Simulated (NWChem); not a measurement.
**One shape, several levels: doublet [CH2Br2]+**

Wanted: a comparison of 6 runs (U-r2SCAN/def2-SVPD, UB3LYP/def2-SVPD, USVWN5/def2-SVPD, UM06-2X/def2-SVPD, UPBE/def2-SVPD, UPBE0/def2-SVPD) of doublet [CH2Br2]+. 

Program for the calculation: NWChem 7.3.0.

1 further run of the same task is left out (it didn't finish).

## 1. Starting point

[CH2Br2]+ has 5 atoms, charge +1, and is taken as a doublet. SMILES of the parent species: `BrCBr`. The coordinates come from a PBE0-D4/def2-TZVP relaxation. That shape belongs to the parent species and isn't relaxed for this state.

Bond lengths: Br1–C2 1.922 Å, C2–Br3 1.922 Å, C2–H4 1.084 Å, C2–H5 1.084 Å. Angles: Br1–C2–Br3 113.8°, Br1–C2–H4 107.8°, Br1–C2–H5 107.8°, Br3–C2–H4 107.8°, Br3–C2–H5 107.8°, H4–C2–H5 112.1°.

## 2. The energy at U-r2SCAN/def2-SVPD (run 1)

ch2br2.xyz reads:

```xyz
5

Br    -0.582370    -0.873340     1.500320
C     -0.105050     0.124070    -0.071970
Br     1.613500    -0.344140    -0.794330
H     -0.075830     1.173320     0.198040
H     -0.850250    -0.079900    -0.832070
```

run.py reads:

```python
from ase.io import read
from ase.calculators.nwchem import NWChem

mol = read('ch2br2.xyz')

calc = NWChem(
    label='ch2br2',
    theory='dft',
    memory='2200 mb',
    basis='def2-SVPD',
    basispar='spherical bse',
    charge=1,
    dft={'xc': 'r2scan', 'mult': '2', 'grid': 'fine', 'convergence': 'energy 1e-08', 'iterations': '100', 'mulliken': None, 'print': 'low'},
    task='energy',
)
mol.calc = calc

print("Total energy (eV):", round(mol.get_potential_energy(), 6))
```

Launch:

```sh
export ASE_NWCHEM_COMMAND="nwchem PREFIX.nwi > PREFIX.nwo"
python run.py
```

Standard output:

```text
Total energy (eV): -141133.086109
```

The calculator wrote ch2br2.nwi:

```
title "ch2br2"

permanent_dir ch2br2

scratch_dir ch2br2

start ch2br2

geometry units angstrom nocenter noautosym noautoz
  Br -5.8237000000000005e-01 -8.7334000000000001e-01 1.5003200000000001e+00
  C  -1.0505000000000000e-01 1.2407000000000000e-01 -7.1970000000000006e-02
  Br 1.6134999999999999e+00 -3.4414000000000000e-01 -7.9432999999999998e-01
  H  -7.5829999999999995e-02 1.1733199999999999e+00 1.9803999999999999e-01
  H  -8.5024999999999995e-01 -7.9899999999999999e-02 -8.3206999999999998e-01
end

charge 1

memory 2200 mb

basis spherical bse noprint
   * library def2-SVPD
end

dft
  xc r2scan
  mult 2
  grid fine
  convergence energy 1e-08
  iterations 100
  mulliken
  print low
end

task dft energy
```

ch2br2.nwo:

```text
Northwest Computational Chemistry Package (NWChem) 7.3.0
             --------------------------------------------------------

           Job information
           ---------------

    nwchem branch   = 7.3.0
    use scalapack   = T
    input           = ch2br2.nwi
    prefix          = ch2br2.
    data base       = ch2br2/ch2br2.db
    status          = startup
    nproc           =        1

           Memory information
           ------------------

    heap     =     72089596 doubles =      550.0 Mbytes
    stack    =     72089601 doubles =      550.0 Mbytes
    global   =    144179200 doubles =     1100.0 Mbytes (distinct from heap & stack)
    total    =    288358397 doubles =     2200.0 Mbytes
    verify   = yes
    hardfail = no

[... 37 lines left out ...]
            Nuclear Dipole moment (a.u.)
[... 80 lines left out ...]
   convergence    iter        energy       DeltaE   RMS-Dens  Diis-err    time
[... 13 lines left out ...]
         Total DFT energy =    -5186.545293313872
      One electron energy =    -7899.767383327541
           Coulomb energy =     2548.667926823627
    Exchange-Corr. energy =     -188.451142965504
 Nuclear repulsion energy =      353.005306155546
[... 41 lines left out ...]
     ------------------------------------------
      Spin Density - Lowdin Population Analysis
     ------------------------------------------

    Atom       Charge   Shell Charges
 -----------   ------   -------------------------------------------------------
    1 Br  35     0.50   0.00  0.00  0.00  0.00  0.00  0.00  0.00  0.02  0.25  0.22  0.00 -0.00  0.00  0.00  0.01
    2 C    6    -0.01  -0.00 -0.00 -0.00 -0.00 -0.02 -0.01  0.00  0.01
    3 Br  35     0.50   0.00  0.00  0.00  0.00  0.00  0.00  0.00  0.02  0.25  0.22  0.00 -0.00  0.00  0.00  0.01
    4 H    1     0.00  -0.00  0.00 -0.00  0.00
    5 H    1     0.00  -0.00  0.00 -0.00  0.00

     --------------------------
     Expectation value of S2:
     --------------------------
      <S2> =      0.7543 (Exact =     0.7500)

 Task  times  cpu:      120.0s     wall:      120.0s
 Total times  cpu:      120.0s     wall:      120.0s
```

Run time: 2 min. Hardware: 1 thread of Intel Xeon Platinum 8223CL at 3.00GHz (Skylake/Cascade Lake), shared host; peak memory 0.12 GiB.

## 3. A single-point energy at UB3LYP/def2-SVPD (run 2)

run.py reads:

```python
from ase import Atoms
from ase.calculators.nwchem import NWChem

mol = Atoms(['Br', 'C', 'Br', 'H', 'H'], positions=[
    [-0.582370, -0.873340, 1.500320],
    [-0.105050, 0.124070, -0.071970],
    [1.613500, -0.344140, -0.794330],
    [-0.075830, 1.173320, 0.198040],
    [-0.850250, -0.079900, -0.832070],
])

calc = NWChem(
    label='geom',
    theory='dft',
    memory='2200 mb',
    basis='def2-SVPD',
    basispar='spherical bse',
    charge=1,
    dft={'xc': 'b3lyp', 'mult': '2', 'grid': 'fine', 'convergence': 'energy 1e-08', 'iterations': '100', 'mulliken': None, 'print': 'low'},
    task='energy',
)
mol.calc = calc

print(f"energy = {mol.get_potential_energy():.6f} eV")
```

Launch:

```sh
export ASE_NWCHEM_COMMAND="nwchem PREFIX.nwi > PREFIX.nwo"
python run.py
```

Standard output:

```text
energy = -141135.674453 eV
```

The calculator wrote geom.nwi:

```
title "geom"

permanent_dir geom

scratch_dir geom

start geom

geometry units angstrom nocenter noautosym noautoz
  Br -5.8237000000000005e-01 -8.7334000000000001e-01 1.5003200000000001e+00
  C  -1.0505000000000000e-01 1.2407000000000000e-01 -7.1970000000000006e-02
  Br 1.6134999999999999e+00 -3.4414000000000000e-01 -7.9432999999999998e-01
  H  -7.5829999999999995e-02 1.1733199999999999e+00 1.9803999999999999e-01
  H  -8.5024999999999995e-01 -7.9899999999999999e-02 -8.3206999999999998e-01
end

charge 1

memory 2200 mb

basis spherical bse noprint
   * library def2-SVPD
end

dft
  xc b3lyp
  mult 2
  grid fine
  convergence energy 1e-08
  iterations 100
  mulliken
  print low
end

task dft energy
```

geom.nwo:

```text
Northwest Computational Chemistry Package (NWChem) 7.3.0
             --------------------------------------------------------

           Job information
           ---------------

    nwchem branch   = 7.3.0
    use scalapack   = T
    input           = geom.nwi
    prefix          = geom.
    data base       = geom/geom.db
    status          = startup
    nproc           =        1

           Memory information
           ------------------

    heap     =     72089596 doubles =      550.0 Mbytes
    stack    =     72089601 doubles =      550.0 Mbytes
    global   =    144179200 doubles =     1100.0 Mbytes (distinct from heap & stack)
    total    =    288358397 doubles =     2200.0 Mbytes
    verify   = yes
    hardfail = no

[... 37 lines left out ...]
            Nuclear Dipole moment (a.u.)
[... 80 lines left out ...]
   convergence    iter        energy       DeltaE   RMS-Dens  Diis-err    time
[... 13 lines left out ...]
         Total DFT energy =    -5186.640413182045
      One electron energy =    -7899.931590628536
           Coulomb energy =     2548.804706522245
    Exchange-Corr. energy =     -188.518835231300
 Nuclear repulsion energy =      353.005306155546
[... 41 lines left out ...]
     ------------------------------------------
      Spin Density - Lowdin Population Analysis
     ------------------------------------------

    Atom       Charge   Shell Charges
 -----------   ------   -------------------------------------------------------
    1 Br  35     0.43   0.00  0.00  0.00  0.00  0.00 -0.00  0.00  0.02  0.21  0.18  0.01 -0.00  0.00  0.00  0.00
    2 C    6     0.07  -0.00 -0.00 -0.00 -0.00  0.03 -0.01  0.01  0.05
    3 Br  35     0.43   0.00  0.00  0.00  0.00  0.00 -0.00  0.00  0.02  0.21  0.18  0.01 -0.00  0.00  0.00  0.00
    4 H    1     0.04   0.04  0.00 -0.00  0.00
    5 H    1     0.04   0.04  0.00 -0.00  0.00

     --------------------------
     Expectation value of S2:
     --------------------------
      <S2> =      0.7518 (Exact =     0.7500)

 Task  times  cpu:       60.1s     wall:       60.1s
 Total times  cpu:       60.1s     wall:       60.1s
```

It took 62 s on 1 thread of Intel Xeon Platinum 8223CL at 3.00GHz (Skylake/Cascade Lake), shared host; peak memory 0.12 GiB.

Run 3 isn't shown in full; the table further down has it.

## 4. A single-point energy at UM06-2X/def2-SVPD (run 4)

run.py reads:

```python
from ase import Atoms
from ase.calculators.nwchem import NWChem

atoms = Atoms(['Br', 'C', 'Br', 'H', 'H'], positions=[
    [-0.582370, -0.873340, 1.500320],
    [-0.105050, 0.124070, -0.071970],
    [1.613500, -0.344140, -0.794330],
    [-0.075830, 1.173320, 0.198040],
    [-0.850250, -0.079900, -0.832070],
])

calc = NWChem(
    label='m1',
    theory='dft',
    memory='2200 mb',
    basis='def2-SVPD',
    basispar='spherical bse',
    charge=1,
    dft={'xc': 'm06-2x', 'mult': '2', 'grid': 'fine', 'convergence': 'energy 1e-08', 'iterations': '100', 'mulliken': None},
    task='energy',
)
atoms.calc = calc

e = atoms.get_potential_energy()
print(f"E = {e:.6f} eV")
```

Launch:

```sh
export ASE_NWCHEM_COMMAND="nwchem PREFIX.nwi > PREFIX.nwo"
python run.py
```

Standard output:

```text
E = -141135.324172 eV
```

The calculator wrote m1.nwi:

```
title "m1"

permanent_dir m1

scratch_dir m1

start m1

geometry units angstrom nocenter noautosym noautoz
  Br -5.8237000000000005e-01 -8.7334000000000001e-01 1.5003200000000001e+00
  C  -1.0505000000000000e-01 1.2407000000000000e-01 -7.1970000000000006e-02
  Br 1.6134999999999999e+00 -3.4414000000000000e-01 -7.9432999999999998e-01
  H  -7.5829999999999995e-02 1.1733199999999999e+00 1.9803999999999999e-01
  H  -8.5024999999999995e-01 -7.9899999999999999e-02 -8.3206999999999998e-01
end

charge 1

memory 2200 mb

basis spherical bse noprint
   * library def2-SVPD
end

dft
  xc m06-2x
  mult 2
  grid fine
  convergence energy 1e-08
  iterations 100
  mulliken
end

task dft energy
```

m1.nwo:

```text
Northwest Computational Chemistry Package (NWChem) 7.3.0
             --------------------------------------------------------

           Job information
           ---------------

    nwchem branch   = 7.3.0
    use scalapack   = T
    input           = m1.nwi
    prefix          = m1.
    data base       = m1/m1.db
    status          = startup
    nproc           =        1

           Memory information
           ------------------

    heap     =     72089596 doubles =      550.0 Mbytes
    stack    =     72089601 doubles =      550.0 Mbytes
    global   =    144179200 doubles =     1100.0 Mbytes (distinct from heap & stack)
    total    =    288358397 doubles =     2200.0 Mbytes
    verify   = yes
    hardfail = no

[... 98 lines left out ...]
  convergence criterion.
[... 17 lines left out ...]
          Convergence on gradient requested:  5.00D-04
[... 24 lines left out ...]
          Convergence aids based upon iterative change in
[... 30 lines left out ...]
 1-e energy   =   -7817.529988
[... 53 lines left out ...]
         Total DFT energy =    -5186.627540608710
[... 2 lines left out ...]
    Exchange-Corr. energy =     -188.629659863412
[... 858 lines left out ...]
                     DFT Final Beta Molecular Orbital Analysis
[... 962 lines left out ...]
 center of mass
 --------------
 x =   0.87188269 y =  -1.02944858 z =   0.59695172

 moments of inertia (a.u.)
 ------------------
         836.234987797686        -142.088100850845         702.788217673419
        -142.088100850845        1474.067069814992         188.397634123505
         702.788217673419         188.397634123505         783.569827482222

     Multipole analysis of the density
     ---------------------------------

     L   x y z        total         alpha         beta         nuclear
     -   - - -        -----         -----         ----         -------
     0   0 0 0      1.000000    -39.000000    -38.000000     78.000000

     1   1 0 0      0.394512    -32.840581    -32.023136     65.258229
[... 8 lines of this table left out ...]
     2   0 0 2    -24.269727   -196.643791   -190.552656    362.926720

 Task  times  cpu:       65.8s     wall:       65.8s
 Total times  cpu:       65.9s     wall:       65.9s
```

It took 67 s on 1 thread of Intel Xeon Platinum 8223CL at 3.00GHz (Skylake/Cascade Lake), shared host; peak memory 0.12 GiB.

Run 5 isn't shown in full; the table further down has it.

## 5. The energy at UPBE0/def2-SVPD (run 6)

ch2br2.nw reads:

```
echo
start ch2br2
title "CH2Br2"
memory stack 880 mb heap 220 mb global 1100 mb
charge 1
geometry noautosym nocenter noautoz
   Br   -0.582370   -0.873340    1.500320
   C    -0.105050    0.124070   -0.071970
   Br    1.613500   -0.344140   -0.794330
   H    -0.075830    1.173320    0.198040
   H    -0.850250   -0.079900   -0.832070
end
basis spherical bse
   * library def2-SVPD
end
dft
   xc pbe0
   mult 2
   grid fine
   convergence energy 1e-08
   maxiter 100
   mulliken
   print medium
end
task dft energy
```

Launch:

```sh
nwchem ch2br2.nw > ch2br2.out
```

Standard output:

```text
[...]
          Wavefunction type:  spin polarized.
          No. of atoms     :     5
          No. of electrons :    77
[...]
          Charge           :     1
          Spin multiplicity:     2
[...]
          AO basis - number of functions:   118
[...]
              XC Information
              --------------
                         PBE0 Method XC Functional
                     Hartree-Fock (Exact) Exchange  0.250
          PerdewBurkeErnzerhof Exchange Functional  0.750
            Perdew 1991 LDA Correlation Functional  1.000 local
           PerdewBurkeErnz. Correlation Functional  1.000 non-local
[...]
 d= 0,ls=0.0,diis     1  -5185.5563479992 -5.54D+03  1.32D-02  1.94D+00     6.1
[...]
 d= 0,ls=0.0,diis    12  -5185.9395501762 -6.80D-09  3.69D-07  3.92D-10    55.3
[...]
         Total DFT energy =    -5185.939550176167
      One electron energy =    -7900.291305590465
           Coulomb energy =     2549.184558585251
    Exchange-Corr. energy =     -187.838109326500
 Nuclear repulsion energy =      353.005306155547
[...]
      Total Density - Mulliken Population Analysis
     ---------------------------------------------
    Atom       Charge   Shell Charges
 -----------   ------   -------------------------------------------------------
    1 Br  35    34.66   2.00  2.00  1.99  1.52  0.43 -0.00  6.00  5.98  2.32  2.31  0.05  8.20  1.74  0.10  0.01
    2 C    6     6.28   1.99  0.96  0.11 -0.11  1.97  1.26  0.04  0.07
    3 Br  35    34.66   2.00  2.00  1.99  1.52  0.43 -0.00  6.00  5.98  2.32  2.31  0.05  8.20  1.74  0.10  0.01
    4 H    1     0.70   0.70 -0.05  0.02  0.03
    5 H    1     0.70   0.70 -0.05  0.02  0.03
[...]
      <S2> =      0.7522 (Exact =     0.7500)
[...]
```

It took 56 s on 1 thread of Intel Xeon Platinum 8223CL at 3.00GHz (Skylake/Cascade Lake), shared host; peak memory 0.12 GiB.

## 6. The series

```csv
run,level,energy (Eh),⟨S²⟩,wall time
1,U-r2SCAN/def2-SVPD,-5186.545293,0.754,2 min
2,UB3LYP/def2-SVPD,-5186.640413,0.752,62 s
3,USVWN5/def2-SVPD,-5179.123801,0.751,61 s
4,UM06-2X/def2-SVPD,-5186.627541,0.753,67 s
5,UPBE/def2-SVPD,-5185.770476,0.752,92 s
6,UPBE0/def2-SVPD,-5185.939550,0.752,56 s
```

## 7. Summary of results

```
                                 quantity           value
                      run 6: total energy  -5185.93955 Eh
run 6: HOMO energy (highest over α and β)       -14.24 eV
 run 6: LUMO energy (lowest over α and β)       -12.71 eV
                              run 6: ⟨S²⟩           0.752
```

Totals of different functionals can't be ranked against each other. All runs together took 7.7 min, the longest 2 min.
